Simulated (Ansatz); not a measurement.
# BiSb4O: the cost of one run

Method: DFT PBE, scalar-relativistic, plane waves, PAW, in Ansatz 0.2.0.

## (1) The structure to begin with

Symmetry: F-43m, No. 216, cubic system. Conventional cell: a = 8.390 Å, b = 8.390 Å, c = 8.390 Å, α = 90.00°, β = 90.00°, γ = 90.00°. Sb (site symmetry 3m) has 6 Sb at 2.95 to 2.98 Å and 3 Bi at 3.48 Å and 3 O at 3.48 Å as nearest neighbours. Bi (site symmetry -43m) has 12 Sb at 3.48 Å and 4 O at 3.63 Å as nearest neighbours. O (site symmetry -43m) has 12 Sb at 3.48 Å and 4 Bi at 3.63 Å as nearest neighbours.

Structure file:

```xyz
6
Lattice="0.0000 4.1952 4.1952 4.1952 0.0000 4.1952 4.1952 4.1952 0.0000" Properties=species:S:1:pos:R:3 pbc="T T T"
Sb    3.1511    5.2393    3.1511
Sb    3.1511    3.1511    5.2393
Sb    5.2393    5.2393    5.2393
Sb    5.2393    3.1511    3.1511
Bi    2.0976    2.0976    2.0976
O     0.0000    0.0000    0.0000
```

Recipe of the guess: species swapped into a database cell of CeInPt4 (F-43m, No. 216), with O on the Ce sites, Bi on the In sites and Sb on the Pt sites. The dimensions are guesses.

## (2) The guess as it stands, on a coarse mesh

Input file input.yaml:

```yaml
crystal:
  lattice:
    - [0.0, 4.19521893, 4.19521893]
    - [4.19521893, 0.0, 4.19521893]
    - [4.19521893, 4.19521893, 0.0]
  atoms:
    - { symbol: Sb, position: [0.62443975, 0.12668075, 0.62443975] }
    - { symbol: Sb, position: [0.62443975, 0.62443975, 0.12668075] }
    - { symbol: Sb, position: [0.62443975, 0.62443975, 0.62443975] }
    - { symbol: Sb, position: [0.12668075, 0.62443975, 0.62443975] }
    - { symbol: Bi, position: [0.25, 0.25, 0.25] }
    - { symbol: O, position: [0.0, 0.0, 0.0] }
basis:
  ecutwfc: 420
kpoints:
  mp_grid: { grid: [4, 4, 4] }
hamiltonian:
  xc: pbe
scf:
  occupations: { method: gaussian, width: 0.1 }
  lower_state_search: "off"
output:
  forces: true
  stress: true
  eigenvalues: true
```

Run with:

```
$ ansatz run input.yaml --threads 1 --pin off --max-ram 2560MiB --backend cpu --events-out ev --progress --plain --runs-dir out
```

**Question.** How long does this run take on 1 thread of Intel Xeon Platinum 8259CL at 2.50GHz (Skylake/Cascade Lake), shared host, and how much memory does it need?

About 4.8 s, with a peak of 0.43 GiB.
